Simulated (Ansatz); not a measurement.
# C3H4In radical: up Jacob's ladder to CCSD(T)

The task here is to estimate one member of a computed series from the others.

Computed with Ansatz 0.2.0, Gaussian basis. Level: functionals in def2-TZVPP, the program's frozen cores in correlated methods.

Levels to be run: LDA (SPW92), PBE-D4, revPBE-D4, BLYP-D4, r2SCAN-D4, B97M-V, PBE0-D4, B3LYP-D4, r2SCANh-D4, r2SCAN0-D4, HSE06-D4, BHLYP-D4, CAM-B3LYP-D4, LC-ωPBE, ωB97X-V, ωB97M-V, B2PLYP, PBE-QIDH; CCSD(T)/def2-SVP; CCSD(T)/def2-TZVPP; MP2/def2-QZVPP; extrapolation to the limit; RPA on PBE.

## Structure used throughout

An earlier PBE0-D4 in a triple-zeta def2 set relaxation fixed the geometry. In takes the def2 core potential; no spin-orbit term is included.

SMILES `C#[C][In][CH3]`, 8 atoms, charge 0, spin multiplicity 2.

Atoms are counted from 1 here; the program's logs count them from 0.

Bond lengths: C1–C2 1.213 Å, C1–H5 1.067 Å, C2–In3 2.132 Å, In3–C4 2.188 Å, C4–H6 1.092 Å, C4–H7 1.092 Å, C4–H8 1.087 Å. Angles: C2–C1–H5 179.0°, C1–C2–In3 174.2°, C2–In3–C4 116.6°, In3–C4–H6 107.4°, In3–C4–H7 107.4°, In3–C4–H8 111.5°, H6–C4–H7 109.5°, H6–C4–H8 110.4°, H7–C4–H8 110.5°.

The first run:

The input, in.yaml:

```yaml
crystal:
  periodic: [false, false, false]
  atoms:
    - {symbol: C, position_ang: [2.840718, 0.138858, 0.555887]}
    - {symbol: C, position_ang: [1.689491, -0.242005, 0.527057]}
    - {symbol: In, position_ang: [-0.269594, -1.081285, 0.595883]}
    - {symbol: C, position_ang: [-1.848450, 0.028780, -0.434501]}
    - {symbol: H, position_ang: [3.848575, 0.487866, 0.571214]}
    - {symbol: H, position_ang: [-1.904193, 1.018030, 0.023831]}
    - {symbol: H, position_ang: [-1.549279, 0.128333, -1.479583]}
    - {symbol: H, position_ang: [-2.807268, -0.478576, -0.359768]}
basis:
  gaussian: {orbitals: def2-TZVPP}
magnetization: {spin_polarized: true, initial_magnetization: 1}
hamiltonian: {xc: lda}
output: {orbitals: {seedname: orbitals}}
```

Command:

```
> ansatz run in.yaml --threads 2 --pin off --events-out ev --progress --plain --max-ram 32768MiB --backend cpu
```

Steps of the session up to this table: LDA; PBE-D4 (GGA); revPBE-D4 (GGA); BLYP-D4 (GGA); r2SCAN-D4 (meta-GGA); B97M-V (meta-GGA); B3LYP-D4 (hybrid); r2SCANh-D4 (hybrid); r2SCAN0-D4 (hybrid); HSE06-D4 (hybrid); BHLYP-D4 (hybrid); CAM-B3LYP-D4 (range-separated); LC-ωPBE (range-separated); ωB97X-V (range-separated); ωB97M-V (range-separated); B2PLYP (double hybrid); PBE-QIDH (double hybrid).

One of the session's tables, all rows but one given; the rest of the session is left out.

It belongs to the step «Orbital energies across the functionals». 

```
  functional  HOMO (eV)  LUMO (eV)  gap (eV)
 LDA (SPW92)      -4.61      -3.88      0.72
      PBE-D4      -4.50      -3.55      0.95
   revPBE-D4      -4.46      -3.43      1.03
     BLYP-D4      -4.33      -3.58      0.75
   r2SCAN-D4      -4.83      -3.21      1.62
      B97M-V      -4.53      -3.73      0.81
     PBE0-D4      -5.48      -2.69      2.79
    B3LYP-D4      -5.27      -3.09      2.18
  r2SCANh-D4      -5.19      -2.91      2.28
  r2SCAN0-D4      -5.73      -2.48      3.25
    HSE06-D4      -5.09      -3.06      2.03
    BHLYP-D4      -6.30      -1.99      4.31
CAM-B3LYP-D4          ?          ?         ?
     LC-ωPBE      -7.94      -0.52      7.43
     ωB97X-V      -7.49      -0.86      6.63
     ωB97M-V      -7.47      -1.10      6.37
```

**Question.** Estimate the row for CAM-B3LYP-D4.

**Answer.** HOMO (eV): -6.66; LUMO (eV): -1.90; gap (eV): 4.76. In the column «HOMO (eV)» it lies between ωB97M-V (-7.47) and BHLYP-D4 (-6.30).
